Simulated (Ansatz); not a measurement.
# KCl: the cost of one run

Program: Ansatz 0.2.0. Level of theory: DFT r2SCAN, scalar-relativistic, plane waves, PAW. These are calculated values, not measurements.

### 1 The starting structure

The structure is cubic, space group Fm-3m (No. 225). The conventional cell has a = 6.312 Å, b = 6.312 Å, c = 6.312 Å, α = 90.00°, β = 90.00°, γ = 90.00°. Around K (site symmetry m-3m) lie 6 Cl at 3.16 Å. Cl (site symmetry m-3m) has 6 K at 3.16 Å in its first shell of neighbours.

As a file:

```
K Cl
1.0
     0.00000    3.15610    3.15610
     3.15610    0.00000    3.15610
     3.15610    3.15610    0.00000
K Cl
1 1
Direct
  0.00000 0.00000 0.00000
  0.50000 0.50000 0.50000
```

The structure comes from the Crystallography Open Database.

### 2 A first look at the start

Input file input.yaml:

```yaml
crystal:
  lattice:
    - [0.0, 3.1561, 3.1561]
    - [3.1561, 0.0, 3.1561]
    - [3.1561, 3.1561, 0.0]
  atoms:
    - { symbol: K, position: [0.0, 0.0, 0.0] }
    - { symbol: Cl, position: [0.5, 0.5, 0.5] }
basis:
  ecutwfc: 500
kpoints:
  mp_grid: { grid: [6, 6, 6] }
hamiltonian:
  xc: r2scan
scf:
  occupations: { method: gaussian, width: 0.1 }
output:
  forces: true
  stress: true
  eigenvalues: true
```

Started as:

```
> ansatz run input.yaml --threads 1 --pin off --max-ram 2560MiB --backend cpu --events-out ev --progress --plain --runs-dir out
```

Q: Estimate wall time and peak memory on 1 thread of Arm Neoverse V1, shared host.

About 5.5 s, with a peak of 0.47 GiB.
